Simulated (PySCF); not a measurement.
**CuCl2: structure of the doublet**

Where does doublet CuCl2 go from a linear start, is the end point a minimum, and what are its modes, charges and moments?

Computed with PySCF 2.14.0. Level: PBE0, basis Cu def2-TZVP, Cl def2-TZVP, no relativity, density fitting.

## (1) The starting structure

3 atoms, charge 0, spin multiplicity 2.

Bond lengths: Cu1–Cl2 2.110 Å, Cu1–Cl3 2.110 Å. Angles: Cl2–Cu1–Cl3 180.0°.

```xyz
3
charge 0 multiplicity 2
Cu    0.0000    0.0000    0.0000
Cl    0.0000    0.0000    2.1100
Cl    0.0000    0.0000   -2.1100
```

## (2) First SCF at the start

One driver script runs all steps and calls PySCF; scf.py shows how it sets up the SCF of each step. The optimiser is the driver's own. After this first run the driver tries any further starts and a stability analysis.

Input file scf.py:

```python
from pyscf import gto, scf, dft
mol = gto.M(atom='''
Cu     0.000000     0.000000     0.000000
Cl     0.000000     0.000000     2.110000
Cl     0.000000     0.000000    -2.110000''',
    basis={'Cu': 'def2-TZVP', 'Cl': 'def2-TZVP'},
    charge=0, spin=1)
mf = dft.UKS(mol, xc='PBE0')
mf.grids.atom_grid = (50, 194)
aux = {'Cu': 'def2-universal-JKFIT', 'Cl': 'def2-universal-JKFIT'}
mf = mf.density_fit(auxbasis=aux)
mf.conv_tol = 1e-08
mf.diis_space = 10
mf.max_cycle = 60
mf.init_guess = 'minao'
mf.verbose = 4
mf.kernel()
```

Command:

```sh
$ OMP_NUM_THREADS=4 python axn.py task.json out
```

Log:

```text
init E= -2560.12878042333
[... the frontier-level lines of each cycle are left out ...]
cycle= 1 E= -2558.34570434232  delta_E= 1.78  |g|= 3.27  |ddm|= 1.36
cycle= 2 E= -2550.8303916255  delta_E= 7.52  |g|= 6.53  |ddm|= 4.78
cycle= 3 E= -2560.04508537621  delta_E= -9.21  |g|= 1.49  |ddm|= 4.15
cycle= 4 E= -2560.29769491455  delta_E= -0.253  |g|= 0.567  |ddm|= 0.595
cycle= 5 E= -2560.45029611473  delta_E= -0.153  |g|= 0.112  |ddm|= 0.542
cycle= 6 E= -2560.45218457311  delta_E= -0.00189  |g|= 0.177  |ddm|= 0.136
cycle= 7 E= -2560.45783039862  delta_E= -0.00565  |g|= 0.101  |ddm|= 0.0577
cycle= 8 E= -2560.46105063742  delta_E= -0.00322  |g|= 0.0271  |ddm|= 0.105
cycle= 9 E= -2560.46122168421  delta_E= -0.000171  |g|= 0.0113  |ddm|= 0.0212
cycle= 10 E= -2560.46125365386  delta_E= -3.2e-05  |g|= 0.000412  |ddm|= 0.00912
cycle= 11 E= -2560.46125381641  delta_E= -1.63e-07  |g|= 7.04e-05  |ddm|= 0.00105
cycle= 12 E= -2560.46125381825  delta_E= -1.83e-09  |g|= 4.67e-05  |ddm|= 8.05e-05
Extra cycle  E= -2560.46125381333  delta_E= 4.92e-09  |g|= 0.000167  |ddm|= 7.43e-05
converged SCF energy = -2560.46125381333  <S^2> = 0.75592086  2S+1 = 2.0059121
```

This step, with its further starts and checks, ran for 14 s (4 threads of Arm Neoverse V1, shared host).

Energies from each starting density:

| start | energy (Eh) |
| --- | --- |
| the minimal-basis guess | -2560.461254 |
| a thermally smeared density | -2560.461253 |
| a smeared PBE density | -2560.461253 |

No lower solution of this spin turned up from the other starts or in the test of internal stability.

## (3) Relaxing the doublet from the linear start

The program finds D∞h symmetry in the start, which this walk keeps. The walk stops when the largest gradient is under 0.0003 Eh/bohr and the energy has settled too.

scf.py, as its differences from that of step 2:

```diff
@@ -15 +14,0 @@
-mf.init_guess = 'minao'
```

The optimiser's trace:

```
step   energy (Eh)  change (kJ/mol)  largest symmetric gradient (Eh/bohr)
   0  -2560.461254             0.00                               0.01297
   1  -2560.462285            -2.71                               0.00550
   2  -2560.462482            -3.22                               0.00075
   3  -2560.462486            -3.23                               0.00003
```

The walk took 8 s.

Geometry (Å) and forces (eV/Å) at some steps:

```
step 0
Cu   0.000   0.000   0.000   0.000   0.000   0.000
Cl   0.000   0.000   2.110   0.000   0.000  -0.667
Cl   0.000   0.000  -2.110   0.000   0.000   0.667
step 1
Cu   0.000   0.000   0.000   0.000   0.000   0.000
Cl   0.000   0.000   2.081   0.000   0.000  -0.283
Cl   0.000   0.000  -2.081   0.000   0.000   0.283
step 2
Cu   0.000   0.000   0.000   0.000   0.000   0.000
Cl   0.000   0.000   2.059   0.000   0.000   0.039
Cl   0.000   0.000  -2.059   0.000   0.000  -0.039
step 3
Cu   0.000   0.000   0.000   0.000   0.000   0.000
Cl   0.000   0.000   2.062   0.000   0.000  -0.002
Cl   0.000   0.000  -2.062   0.000   0.000   0.002
```

It settles in D∞h symmetry, 3.2 kJ/mol below the start, after 3 steps: Cu–Cl 2.062 Å (×2); Cl–Cu–Cl 180.0°.

## (4) Is it a minimum? Harmonic modes

The point is checked on the finer grid, and tightened if its gradient asks for it. The Hessian and the dipole derivatives come from central differences of analytic gradients, with steps of 0.02 bohr.

scf.py, as its differences from that of step 3:

```diff
@@ -4,2 +4,2 @@
-Cl     0.000000     0.000000     2.110000
-Cl     0.000000     0.000000    -2.110000''',
+Cl    -0.000000    -0.000000     2.061847
+Cl     0.000000     0.000000    -2.061847''',
@@ -9 +9 @@
-mf.grids.atom_grid = (50, 194)
+mf.grids.atom_grid = (75, 302)
@@ -12 +12 @@
-mf.conv_tol = 1e-08
+mf.conv_tol = 1e-10
```

This SCF starts from the last density.

SCF at the final geometry:

```text
init E= -2560.46240870441
[... the frontier-level lines of each cycle are left out ...]
cycle= 1 E= -2560.46240870432  delta_E= 9.23e-11  |g|= 2.27e-05  |ddm|= 1e-05
cycle= 2 E= -2560.46240870306  delta_E= 1.26e-09  |g|= 8.52e-05  |ddm|= 3.57e-05
cycle= 3 E= -2560.46240870442  delta_E= -1.36e-09  |g|= 1.31e-06  |ddm|= 2.88e-05
cycle= 4 E= -2560.46240870443  delta_E= -1e-11  |g|= 7.65e-07  |ddm|= 1.78e-06
Extra cycle  E= -2560.46240870442  delta_E= 9.09e-13  |g|= 1.28e-06  |ddm|= 3.44e-06
converged SCF energy = -2560.46240870442  <S^2> = 0.75597484  2S+1 = 2.0059659
```

The whole step took 27 s.

Geometry: D∞h; Cu–Cl 2.062 Å (×2); Cl–Cu–Cl 180.0°.

Harmonic modes (main isotopes):

| ω (cm⁻¹) | IR (km/mol) | μ (u) |
| --- | --- | --- |
| 58 | 8.7 | 45.64 |
| 116 | 6.9 | 45.64 |
| 348 | 0.0 | 34.97 |
| 495 | 61.9 | 45.64 |

All wavenumbers are real: a minimum.

The SCF density has lower symmetry than the nuclear frame, so the modes carry no labels; pairs that should be degenerate can split.

Constants and moments:

```
Dipole moment                                                   : 0.00 D
Highest occupied level                                          : -8.85 eV
Lowest empty level                                              : -6.19 eV
Rotational constants                                            : 0.0567 cm⁻¹
Zero-point energy                                               : 6.1 kJ/mol
Principal polarisabilities                                      : 29.7, 30.0, 125.6 bohr³
Atomisation energy without zero-point energy                    : 587 kJ/mol
Principal traceless quadrupole moments about the centre of mass : -6.57, 2.42, 4.15 D Å
Entropy at 298.15 K and 1 bar (electronic part: spin only)      : 286.2 J/(mol K)
Heat capacity Cp at 298.15 K                                    : 57.3 J/(mol K)
Enthalpy at 298.15 K above 0 K                                  : 14.22 kJ/mol
Rotational symmetry number                                      : 2
Spin squared ⟨S²⟩                                               : 0.756
```

Charges (e) and bond orders:

```json
{"atom": "Cu1", "Mulliken": "0.51", "Löwdin": "-0.19", "polar tensor": "0.83", "spin (Mulliken)": "0.48", "Mayer order to Cu1": "–"}
{"atom": "Cl2,3", "Mulliken": "-0.25", "Löwdin": "0.10", "polar tensor": "-0.41", "spin (Mulliken)": "0.26", "Mayer order to Cu1": "1.11"}
```

Mulliken populations on Cu1: s 6.65, p 12.36, d 9.49, f 0.00.

## (5) Summary of results

```
                                          quantity                                value
                                           minimum                         doublet, D∞h
                                          geometry  Cu–Cl 2.062 Å (×2); Cl–Cu–Cl 180.0°
                                wavenumbers (cm⁻¹)                    58, 116, 348, 495
                                     dipole moment                               0.00 D
highest occupied, lowest empty level (either spin)                      -8.85, -6.19 eV
                        polar-tensor charge of Cu1                              +0.83 e
                                 zero-point energy                           6.1 kJ/mol
                               entropy at 298.15 K                      286.2 J/(mol K)
         atomisation energy (no zero-point energy)                           587 kJ/mol
                                              ⟨S²⟩                                0.756
```

In words: The molecule stays D∞h, as typed, and the end point is a minimum. In the infrared the band at 495 cm⁻¹ (stretch) leads. The dipole vanishes although Cu1 carries +0.8 e by the polar tensor: the bond dipoles cancel. Only this shape and spin were tried, so other structures or states may lie lower. The SCF density has lower symmetry than the nuclear frame. One determinant may miss the lowest occupation of an open d or f shell.

The search up to here took 48 s.
